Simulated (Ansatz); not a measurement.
Working through a charge-density difference against the sublattices of Li2Ga, space group Cmcm

Program: Ansatz 0.2.0, Python API.

Typed at the interpreter:
```pycon
>>> import ansatz as az
>>> import numpy as np
>>> VECTORS = np.array([
...     [2.281, -4.771, 0.0],
...     [2.281, 4.771, 0.0],
...     [0.0, 0.0, 4.364],
... ])
>>> SITES = [
...     ("Li", [0.588, 0.412, 0.25]),
...     ("Li", [0.412, 0.588, 0.75]),
...     ("Li", [0.243, 0.757, 0.25]),
...     ("Li", [0.757, 0.243, 0.75]),
...     ("Ga", [0.9237, 0.0763, 0.25]),
...     ("Ga", [0.0763, 0.9237, 0.75]),
... ]
>>> def build(cell):
...     crystal = az.Crystal(lattice=az.Lattice.of(cell))
...     for symbol, position in SITES:
...         crystal = crystal.atom(symbol, position)
...     return crystal
...
>>> def solve(crystal):
...     return (
...         crystal.calculation()
...         .functional(az.Functional.LDA)
...         .occupations("Fermi-Dirac", width=0.1)
...         .basis(460, grid_basis="typed")
...         .kpoints(6, 6, 5)
...         .density()
...         .run(threads=1)
...     )
...
>>> whole = solve(build(VECTORS))
>>> difference = whole.density().channels[0].density_e_per_ang3.copy()
>>> binding = whole.report["free_energy_ev"]
>>> for element in ["Li", "Ga"]:
...     part = az.Crystal(lattice=az.Lattice.of(VECTORS))
...     for symbol, position in SITES:
...         if symbol == element:
...             part = part.atom(symbol, position)
...     alone = solve(part)
...     difference -= alone.density().channels[0].density_e_per_ang3
...     binding -= alone.report["free_energy_ev"]
...     print(f"{element} sublattice: {alone.report['n_electrons']:g} electrons, {alone.report['n_iterations']} iterations")
...
Li sublattice: 12 electrons, 6 iterations
Ga sublattice: 26 electrons, 7 iterations
>>> voxel = abs(np.linalg.det(VECTORS)) / difference.size
>>> print(f"energy of the crystal less its unpolarised sublattices: {binding / len(SITES):.4f} eV/atom")
energy of the crystal less its unpolarised sublattices: -0.9529 eV/atom
>>> print(f"net charge of the difference {difference.sum() * voxel:.5f} e, charge rearranged {0.5 * np.abs(difference).sum() * voxel:.3f} e")
net charge of the difference 0.00000 e, charge rearranged 0.525 e
>>> print(f"extremes {difference.min():.4f} and {difference.max():.4f} e/A^3")
extremes -0.0645 and 0.1897 e/A^3
>>> for (symbol, position) in SITES:
...     index = tuple(int(round(p * n)) % n for p, n in zip(position, difference.shape))
...     print(f"  change of the pseudo-density at the grid point nearest {symbol}: {difference[index]:+.4f} e/A^3")
...
  change of the pseudo-density at the grid point nearest Li: -0.0206 e/A^3
  change of the pseudo-density at the grid point nearest Li: -0.0206 e/A^3
  change of the pseudo-density at the grid point nearest Li: -0.0170 e/A^3
  change of the pseudo-density at the grid point nearest Li: -0.0170 e/A^3
  change of the pseudo-density at the grid point nearest Ga: +0.1897 e/A^3
  change of the pseudo-density at the grid point nearest Ga: +0.1897 e/A^3
```

Reading the output:
- The mesh is modest for a metal, so energies can be off by several to tens of meV an atom and pressures by half a GPa or more; differences at equal mesh fare better.
- Densities and potentials on the grid are those of the valence electrons, and inside the cores they hang on the potentials used.
- The starting cell is as deposited in a crystallographic database; the results hold for this polymorph, which needn't be the stable one.
- Charge moved counts every rearrangement, bonding and polarisation too, and is no transfer between atoms; the bare sublattices are artificial references. Values near the nuclei depend on the potentials.
- Finished in 11 s on 1 thread of Arm Neoverse V1, on a shared host, peak memory 0.44 GiB.
